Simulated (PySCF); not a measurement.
# The bond of ZrCl+, level by level

One job finds the state of ZrCl+, follows it along the bond with each method and fits the curves.

Computed with PySCF 2.14.0. Level: Zr def2-TZVPPD with ECP28, Cl def2-TZVPPD, scalar-relativistic core potentials.

### 1 Input

Settings of the job:

- atoms: Zr, Cl
- charge: 1
- basis: Zr def2-TZVPPD with ECP28, Cl def2-TZVPPD
- Hamiltonian: scalar-relativistic core potentials
- basis functions: 107
- electrons treated: 28
- masses in u: 89.9047, 34.9689
- levels: PBE0, PBE, r²SCAN, BHandHLYP, TPSS, r²SCAN0, TPSSh, M06, ωB97M-V, HF, MP2, SCS-MP2, CCSD, CCSD(T)
- grid: 80 radial by 434 angular points
- occupations: held fixed by the projection of orbital angular momentum
- dissociation limit: Zr+ + Cl, each in its ground configuration
- starting distance in angstrom: 2.475
- values of 2S to try: 0, 2, 4, 6

On the command line:

```
$ OMP_NUM_THREADS=2 python dia.py task.json out
```

Further steps of the session: First curve: PBE0; Higher solutions at PBE0; PBE; r²SCAN; BHandHLYP (global hybrid GGA); TPSS; r²SCAN0; TPSSh; M06; ωB97M-V (range-separated hybrid); UHF (mean field); MP2 and coupled cluster.

What does the calculation give? Wanted: for each run, Re; ωe; De; μ.

As calculated:

Lowest PBE0 solution found, without spin–orbit coupling: ³Δ (triplet), unpaired electrons σ ↑, δ ↑. State 2 has its PBE0 minimum 0.42 eV higher. State 3 has its PBE0 minimum 0.48 eV higher. State 4 has its PBE0 minimum 0.65 eV higher, as a spin-mixed determinant (⟨S²⟩ = 1.00), so this is no gap between pure states. The other levels ran on the lowest alone.

| level | Re (Å) | ωe (cm⁻¹) | De (eV) | μ (D) |
| --- | --- | --- | --- | --- |
| UHF | 2.288 | 431 | 3.00 | -7.19 |
| UHF-MP2 | 2.222 | 484 | 4.77 | n/a |
| UHF-SCS-MP2 | 2.237 | 470 | 4.61 | n/a |
| UHF-CCSD | 2.245 | 464 | 4.39 | n/a |
| UHF-CCSD(T) | 2.242 | 467 | 4.62 | n/a |
| PBE | 2.233 | 460 | 5.04 | -4.57 |
| TPSS | 2.244 | 456 | 4.93 | -4.99 |
| r²SCAN | 2.235 | 465 | 4.87 | -5.06 |
| TPSSh | 2.241 | 459 | 4.82 | -5.22 |
| PBE0 | 2.228 | 467 | 4.73 | -5.23 |
| r²SCAN0 | 2.231 | 468 | 4.60 | -5.52 |
| M06 | 2.235 | 461 | 5.06 | -5.51 |
| BHandHLYP | 2.248 | 456 | 4.30 | -5.97 |
| ωB97M-V | 2.240 | 460 | 4.72 | -5.72 |

De is counted to Zr+ + Cl in their ground configurations. A positive dipole points from Zr to Cl; in an ion it is taken about the centre of mass and does not tell which atom is negative.

Differences from CCSD(T) in the same basis:

| level | Re (mÅ) | ωe (%) |
| --- | --- | --- |
| UHF | +46 | -7.7 |
| UHF-MP2 | -21 | +3.6 |
| UHF-SCS-MP2 | -5 | +0.7 |
| UHF-CCSD | +3 | -0.6 |
| PBE | -10 | -1.5 |
| TPSS | +1 | -2.3 |
| r²SCAN | -8 | -0.4 |
| TPSSh | -2 | -1.6 |
| PBE0 | -14 | 0.0 |
| r²SCAN0 | -11 | +0.2 |
| M06 | -8 | -1.4 |
| BHandHLYP | +6 | -2.4 |
| ωB97M-V | -3 | -1.4 |

**Reading.** Judged by CCSD(T) in the same basis: best bond length TPSS (+1 mÅ), worst UHF (+46 mÅ); best wavenumber PBE0 (0.0 %), worst UHF (-7.7 %). Of the levels with a De here, UHF gives the least (3.00 eV) and M06 the most (5.06 eV).

Correlated steps freeze 5 core orbitals. With d or f electrons several states lie close, and the lowest PBE0 determinant need not be the measured ground state. Spin–orbit coupling is left out.
